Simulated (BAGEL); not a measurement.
# UHF/3-21G (density fitting with qzvpp-jkfit) run of SiNH3ClO (SMILES N[Si](O)Cl)

What is the vertical doublet–quartet gap of SiNH3ClO at UHF/3-21G (density fitting with qzvpp-jkfit)? 

Program for the calculation: BAGEL 1.2.2.

2 further runs of the same task are left out: 2 set aside as unsound or not needed.

### 1 The structure to begin with

The species is SiNH3ClO (7 atoms), meant as a doublet with charge 0. As SMILES, `N[Si](O)Cl`. Geometry: relaxed at PBE0-D4/def2-TZVP. This is one conformer, not always the lowest.

Bond lengths: N1–Si2 1.702 Å, Si2–O3 1.644 Å, Si2–Cl4 2.075 Å, N1–H5 1.007 Å, N1–H6 1.008 Å, O3–H7 0.959 Å. Angles: N1–Si2–O3 104.8°, N1–Si2–Cl4 106.6°, O3–Si2–Cl4 113.4°, Si2–N1–H5 120.6°, Si2–N1–H6 120.0°, Si2–O3–H7 116.2°, H5–N1–H6 112.6°.

### 2 The energy at UHF/3-21G (density fitting with qzvpp-jkfit)

File input.json:

```json
{ "bagel": [

{
  "title": "molecule",
  "basis": "3-21g",
  "df_basis": "qzvpp-jkfit",
  "angstrom": true,
  "geometry": [
    { "atom": "N", "xyz": [      -0.447500,       1.069800,       0.302600 ] },
    { "atom": "Si", "xyz": [       0.431300,      -0.174700,      -0.456100 ] },
    { "atom": "O", "xyz": [       0.600600,      -1.333300,       0.697400 ] },
    { "atom": "Cl", "xyz": [      -0.699600,      -0.791500,      -2.082600 ] },
    { "atom": "H", "xyz": [      -0.895900,       1.786700,      -0.243500 ] },
    { "atom": "H", "xyz": [      -0.176100,       1.392700,       1.217800 ] },
    { "atom": "H", "xyz": [       1.248400,      -2.017700,       0.518600 ] }
  ]
},

{ "title": "uhf", "charge": 0, "nopen": 1 },

{ "title": "print", "file": "orbitals.molden", "orbitals": true }

]}
```

Started as:

```bash
$ BAGEL_NUM_THREADS=1 BAGEL input.json > input.out
```

Standard output:

```text
* using 1 threads per process

  ===============================================================
  ===============================================================

  *** Geometry ***

  { "atom" : "N", "xyz" : [     -0.845652,      2.021629,      0.571831 ] },
  { "atom" : "Si", "xyz" : [      0.815039,     -0.330135,     -0.861904 ] },
  { "atom" : "O", "xyz" : [      1.134970,     -2.519572,      1.317895 ] },
  { "atom" : "Cl", "xyz" : [     -1.322052,     -1.495718,     -3.935544 ] },
  { "atom" : "H", "xyz" : [     -1.693006,      3.376374,     -0.460148 ] },
  { "atom" : "H", "xyz" : [     -0.332781,      2.631822,      2.301308 ] },
  { "atom" : "H", "xyz" : [      2.359134,     -3.812900,      0.980012 ] },

  Number of auxiliary basis functions:      464

  Since a DF basis is specified, we compute 2- and 3-index integrals:
    o Being stored without compression. Storage requirement is 0.009 GB

  Number of basis functions:       50
  Number of electrons      :       49

    * METHOD: MOLECULE                             0.13

  *** Open-shell HF ***

  === Nuclear Repulsion ===
   215.5121259053

      * DIIS with orbital gradients will be used.

  === UHF iteration (3-21g) ===
      0       -874.93484522          0.05775357           0.05
      1       -875.06446403          0.03253268           0.05
      2       -875.09723544          0.01974213           0.05
      3       -875.11306106          0.00089952           0.05
      4       -875.11333020          0.00042989           0.05
      5       -875.11338442          0.00012757           0.05
      6       -875.11339449          0.00004015           0.05
      7       -875.11339600          0.00002032           0.05
      8       -875.11339658          0.00000691           0.05
      9       -875.11339668          0.00000368           0.05
     10       -875.11339669          0.00000144           0.05
     11       -875.11339670          0.00000064           0.05
     12       -875.11339670          0.00000034           0.05
     13       -875.11339670          0.00000019           0.05
     14       -875.11339670          0.00000007           0.05
     15       -875.11339670          0.00000003           0.06
     16       -875.11339670          0.00000001           0.05
     17       -875.11339670          0.00000001           0.05
    * SCF iteration converged.

    * S^2 (UHF) is 0.7559

    * Permanent dipole moment:
           (   -1.208159,    -0.725767,    -0.587645) a.u.

    * METHOD: UHF                                  1.06

    * METHOD: PRINT                                0.00

  ===============================================================
```

It took 1.4 s on 1 thread of Arm Neoverse V2, shared host; peak memory 0.08 GiB.

### 3 The quartet at the same level

File hf.json:

```json
{ "bagel": [

{
  "title": "molecule",
  "basis": "3-21g",
  "df_basis": "qzvpp-jkfit",
  "angstrom": true,
  "geometry": [
    { "atom": "N", "xyz": [      -0.447500,       1.069800,       0.302600 ] },
    { "atom": "Si", "xyz": [       0.431300,      -0.174700,      -0.456100 ] },
    { "atom": "O", "xyz": [       0.600600,      -1.333300,       0.697400 ] },
    { "atom": "Cl", "xyz": [      -0.699600,      -0.791500,      -2.082600 ] },
    { "atom": "H", "xyz": [      -0.895900,       1.786700,      -0.243500 ] },
    { "atom": "H", "xyz": [      -0.176100,       1.392700,       1.217800 ] },
    { "atom": "H", "xyz": [       1.248400,      -2.017700,       0.518600 ] }
  ]
},

{
  "title": "uhf",
  "nopen": 3
},

{
  "title": "print",
  "file": "orbitals.molden",
  "orbitals": true
}

]}
```

Started as:

```bash
$ BAGEL_NUM_THREADS=1 BAGEL hf.json > hf.out
```

Standard output:

```text
* using 1 threads per process

  ===============================================================
  ===============================================================

  *** Geometry ***

  { "atom" : "N", "xyz" : [     -0.845652,      2.021629,      0.571831 ] },
  { "atom" : "Si", "xyz" : [      0.815039,     -0.330135,     -0.861904 ] },
  { "atom" : "O", "xyz" : [      1.134970,     -2.519572,      1.317895 ] },
  { "atom" : "Cl", "xyz" : [     -1.322052,     -1.495718,     -3.935544 ] },
  { "atom" : "H", "xyz" : [     -1.693006,      3.376374,     -0.460148 ] },
  { "atom" : "H", "xyz" : [     -0.332781,      2.631822,      2.301308 ] },
  { "atom" : "H", "xyz" : [      2.359134,     -3.812900,      0.980012 ] },

  Number of auxiliary basis functions:      464

  Since a DF basis is specified, we compute 2- and 3-index integrals:
    o Being stored without compression. Storage requirement is 0.009 GB

  Number of basis functions:       50
  Number of electrons      :       49

    * METHOD: MOLECULE                             0.13

  *** Open-shell HF ***

  === Nuclear Repulsion ===
   215.5121259053

      * DIIS with orbital gradients will be used.

  === UHF iteration (3-21g) ===
      0       -874.61724328          0.04877974           0.06
      1       -874.71192073          0.04123014           0.05
      2       -874.75773442          0.03132491           0.05
      3       -874.80573826          0.00219957           0.05
      4       -874.81054042          0.00156531           0.05
      5       -874.81493278          0.00147277           0.05
      6       -874.81879979          0.00145848           0.05
      7       -874.82490784          0.00134588           0.05
      8       -874.83171861          0.00137279           0.05
      9       -874.83558766          0.00094666           0.05
     10       -874.83479167          0.00242290           0.05
     11       -874.84096609          0.00089962           0.05
     12       -874.84246277          0.00048178           0.05
     13       -874.84296056          0.00032508           0.05
     14       -874.84317014          0.00021034           0.05
     15       -874.84353919          0.00012505           0.05
     16       -874.84363572          0.00007926           0.05
     17       -874.84370722          0.00005343           0.05
     18       -874.84373358          0.00004038           0.05
     19       -874.84375383          0.00002712           0.05
     20       -874.84375899          0.00002153           0.05
     21       -874.84376386          0.00001601           0.05
     22       -874.84376627          0.00000997           0.05
     23       -874.84376706          0.00000652           0.05
     24       -874.84376727          0.00000422           0.05
     25       -874.84376733          0.00000303           0.05
     26       -874.84376736          0.00000191           0.05
     27       -874.84376737          0.00000124           0.05
     28       -874.84376738          0.00000078           0.06
     29       -874.84376738          0.00000049           0.06
     30       -874.84376738          0.00000032           0.05
     31       -874.84376738          0.00000023           0.05
     32       -874.84376738          0.00000015           0.05
     33       -874.84376738          0.00000008           0.06
     34       -874.84376738          0.00000007           0.06
     35       -874.84376738          0.00000004           0.05
     36       -874.84376738          0.00000002           0.05
     37       -874.84376738          0.00000002           0.05
     38       -874.84376738          0.00000001           0.05
     39       -874.84376738          0.00000001           0.06
    * SCF iteration converged.

    * S^2 (UHF) is 3.7585

    * Permanent dipole moment:
           (   -0.345521,    -1.256304,    -1.320466) a.u.

    * METHOD: UHF                                  2.28

    * METHOD: PRINT                                0.00

  ===============================================================
```

Run time: 2.6 s. Hardware: 1 thread of Arm Neoverse V2, shared host; peak memory 0.08 GiB.

### 4 What came out

At UHF/3-21G (density fitting with qzvpp-jkfit):

| quantity | value |
| --- | --- |
| doublet: total energy | -875.11340 Eh |
| doublet: dipole moment | 3.88 D |
| doublet: ⟨S²⟩ | 0.756 |
| quartet: total energy | -874.84377 Eh |
| quartet: dipole moment | 4.72 D |
| quartet: ⟨S²⟩ | 3.759 |
| vertical energy of the quartet above the doublet | 7.337 eV |

What this shows: At this shape the quartet lies 7.34 eV (708 kJ/mol) above the doublet.
